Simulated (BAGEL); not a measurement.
**HF/3-21G (density fitting with qzvpp-jkfit) run of CH4B2ClF (SMILES FBCBCl)**

What is the energy change on altering one bond length of CH4B2ClF at HF/3-21G (density fitting with qzvpp-jkfit)? 

Program for the calculation: BAGEL 1.2.2.

12 further runs of the same task are left out: 10 that didn't finish, 2 set aside as unsound or not needed. Runs told in other sessions of the task aren't counted.

## (1) Starting point

CH4B2ClF: 9 atoms, total charge 0, spin state singlet. SMILES: `FBCBCl`. Geometry: relaxed at GFN2-xTB. This is one conformer, not always the lowest.

Bond lengths: F1–B2 1.316 Å, B2–C3 1.580 Å, C3–B4 1.580 Å, B4–Cl5 1.692 Å, B2–H6 1.174 Å, C3–H7 1.090 Å, C3–H8 1.088 Å, B4–H9 1.173 Å. Some angles: F1–B2–C3 118.8°, B2–C3–B4 108.5°, C3–B4–Cl5 120.1°, F1–B2–H6 116.4°, C3–B2–H6 124.7°, B2–C3–H7 108.5°, B2–C3–H8 109.9°, B4–C3–H7 109.1°, B4–C3–H8 111.3°, C3–B4–H9 121.7°.

## (2) A single-point energy at HF/3-21G (density fitting with qzvpp-jkfit)

input.json

```json
{ "bagel": [

{
  "title": "molecule",
  "basis": "3-21g",
  "df_basis": "qzvpp-jkfit",
  "angstrom": "true",
  "geometry": [
    { "atom": "F", "xyz": [      -0.703720,      -0.651330,       1.994650 ] },
    { "atom": "B", "xyz": [      -0.042560,       0.248870,       1.299420 ] },
    { "atom": "C", "xyz": [       0.631940,      -0.184840,      -0.061410 ] },
    { "atom": "B", "xyz": [      -0.468470,      -0.167060,      -1.195660 ] },
    { "atom": "Cl", "xyz": [      -0.697720,       1.221460,      -2.134920 ] },
    { "atom": "H", "xyz": [      -0.021720,       1.336680,       1.739310 ] },
    { "atom": "H", "xyz": [       1.012190,      -1.200130,       0.049410 ] },
    { "atom": "H", "xyz": [       1.455080,       0.486450,      -0.297520 ] },
    { "atom": "H", "xyz": [      -1.165020,      -1.090090,      -1.393270 ] }
  ]
},

{ "title": "hf" },

{ "title": "print", "file": "orbitals.molden", "orbitals": "true" }

]}
```

Launch:

```
$ BAGEL_NUM_THREADS=1 BAGEL input.json > input.out
```

Log:

```text
* using 1 threads per process

  ===============================================================
  ===============================================================

  *** Geometry ***

  { "atom" : "F", "xyz" : [     -1.329838,     -1.230835,      3.769342 ] },
  { "atom" : "B", "xyz" : [     -0.080427,      0.470296,      2.455548 ] },
  { "atom" : "C", "xyz" : [      1.194194,     -0.349297,     -0.116048 ] },
  { "atom" : "B", "xyz" : [     -0.885280,     -0.315698,     -2.259470 ] },
  { "atom" : "Cl", "xyz" : [     -1.318500,      2.308225,     -4.034414 ] },
  { "atom" : "H", "xyz" : [     -0.041045,      2.525959,      3.286820 ] },
  { "atom" : "H", "xyz" : [      1.912762,     -2.267917,      0.093371 ] },
  { "atom" : "H", "xyz" : [      2.749703,      0.919257,     -0.562231 ] },
  { "atom" : "H", "xyz" : [     -2.201569,     -2.059972,     -2.632899 ] },

  Number of auxiliary basis functions:      502

  Since a DF basis is specified, we compute 2- and 3-index integrals:
    o Being stored without compression. Storage requirement is 0.013 GB

  Number of basis functions:       57
  Number of electrons      :       46

    * METHOD: MOLECULE                             0.20

  *** RHF ***

  === Nuclear Repulsion ===
   176.8614927422

      * DIIS with orbital gradients will be used.

  === RHF iteration (3-21g) ===
      0       -645.24650975          0.02038587           0.04
      1       -645.34440952          0.01038046           0.04
      2       -645.36679423          0.00173404           0.04
      3       -645.36792710          0.00045676           0.04
      4       -645.36800613          0.00009717           0.04
      5       -645.36801254          0.00001983           0.04
      6       -645.36801281          0.00000600           0.04
      7       -645.36801283          0.00000180           0.04
      8       -645.36801283          0.00000040           0.04
      9       -645.36801283          0.00000015           0.04
     10       -645.36801283          0.00000005           0.04
     11       -645.36801283          0.00000001           0.04
     12       -645.36801283          0.00000000           0.04
    * SCF iteration converged.

    * Permanent dipole moment:
           (   -0.484927,     0.257428,    -0.126924) a.u.

    * METHOD: HF                                   0.68

    * METHOD: PRINT                                0.01

  ===============================================================
```

Run time: 1 s. Hardware: 1 thread of Arm Neoverse V1, shared host.

## (3) The distorted shape at the same level

input.json

```json
{ "bagel" : [

{
  "title" : "molecule",
  "basis" : "3-21g",
  "df_basis" : "qzvpp-jkfit",
  "angstrom" : true,
  "geometry" : [
    { "atom" : "F", "xyz" : [      -0.902070,      -0.921392,       2.203221 ] },
    { "atom" : "B", "xyz" : [      -0.042560,       0.248870,       1.299420 ] },
    { "atom" : "C", "xyz" : [       0.631940,      -0.184840,      -0.061410 ] },
    { "atom" : "B", "xyz" : [      -0.468470,      -0.167060,      -1.195660 ] },
    { "atom" : "Cl", "xyz" : [      -0.697720,       1.221460,      -2.134920 ] },
    { "atom" : "H", "xyz" : [      -0.021720,       1.336680,       1.739310 ] },
    { "atom" : "H", "xyz" : [       1.012190,      -1.200130,       0.049410 ] },
    { "atom" : "H", "xyz" : [       1.455080,       0.486450,      -0.297520 ] },
    { "atom" : "H", "xyz" : [      -1.165020,      -1.090090,      -1.393270 ] }
  ]
},

{
  "title" : "hf"
},

{
  "title" : "print",
  "file" : "orbitals.molden",
  "orbitals" : true
}

]}
```

Launch:

```
$ BAGEL_NUM_THREADS=1 BAGEL input.json > input.out
```

Log:

```text
* using 1 threads per process

  ===============================================================
  ===============================================================

  *** Geometry ***

  { "atom" : "F", "xyz" : [     -1.704665,     -1.741179,      4.163484 ] },
  { "atom" : "B", "xyz" : [     -0.080427,      0.470296,      2.455548 ] },
  { "atom" : "C", "xyz" : [      1.194194,     -0.349297,     -0.116048 ] },
  { "atom" : "B", "xyz" : [     -0.885280,     -0.315698,     -2.259470 ] },
  { "atom" : "Cl", "xyz" : [     -1.318500,      2.308225,     -4.034414 ] },
  { "atom" : "H", "xyz" : [     -0.041045,      2.525959,      3.286820 ] },
  { "atom" : "H", "xyz" : [      1.912762,     -2.267917,      0.093371 ] },
  { "atom" : "H", "xyz" : [      2.749703,      0.919257,     -0.562231 ] },
  { "atom" : "H", "xyz" : [     -2.201569,     -2.059972,     -2.632899 ] },

  Number of auxiliary basis functions:      502

  Since a DF basis is specified, we compute 2- and 3-index integrals:
    o Being stored without compression. Storage requirement is 0.013 GB

  Number of basis functions:       57
  Number of electrons      :       46

    * METHOD: MOLECULE                             0.20

  *** RHF ***

  === Nuclear Repulsion ===
   168.9395946253

      * DIIS with orbital gradients will be used.

  === RHF iteration (3-21g) ===
      0       -645.12935486          0.02376864           0.05
      1       -645.24936289          0.01563958           0.04
      2       -645.30475345          0.00233030           0.04
      3       -645.30691577          0.00066367           0.04
      4       -645.30712194          0.00019800           0.04
      5       -645.30715178          0.00005264           0.04
      6       -645.30715419          0.00001598           0.04
      7       -645.30715438          0.00000551           0.04
      8       -645.30715440          0.00000137           0.04
      9       -645.30715440          0.00000044           0.04
     10       -645.30715440          0.00000022           0.04
     11       -645.30715440          0.00000006           0.04
     12       -645.30715440          0.00000002           0.04
     13       -645.30715440          0.00000001           0.04
    * SCF iteration converged.

    * Permanent dipole moment:
           (   -0.820365,    -0.166883,     0.345837) a.u.

    * METHOD: HF                                   0.73

    * METHOD: PRINT                                0.01

  ===============================================================
```

Wall time 1.1 s (1 thread of Arm Neoverse V1, shared host).

## (4) Results

At HF/3-21G (density fitting with qzvpp-jkfit):

| quantity | value |
| --- | --- |
| first shape: total energy | -645.36801 Eh |
| first shape: dipole moment | 1.43 D |
| first shape: HOMO energy | -11.84 eV |
| first shape: LUMO energy | 1.96 eV |
| first shape: HOMO–LUMO gap | 13.81 eV |
| distorted shape: total energy | -645.30715 Eh |
| distorted shape: dipole moment | 2.30 D |
| distorted shape: HOMO energy | -12.19 eV |
| distorted shape: LUMO energy | 1.31 eV |
| distorted shape: HOMO–LUMO gap | 13.50 eV |
| energy change with the F1–B2 bond stretched from 1.316 to 1.710 Å | 1.656 eV |

In words: With the F1–B2 bond stretched from 1.316 to 1.710 Å the energy rises by 1.66 eV (160 kJ/mol). The first shape isn't relaxed at this level, so the change isn't measured from a minimum.
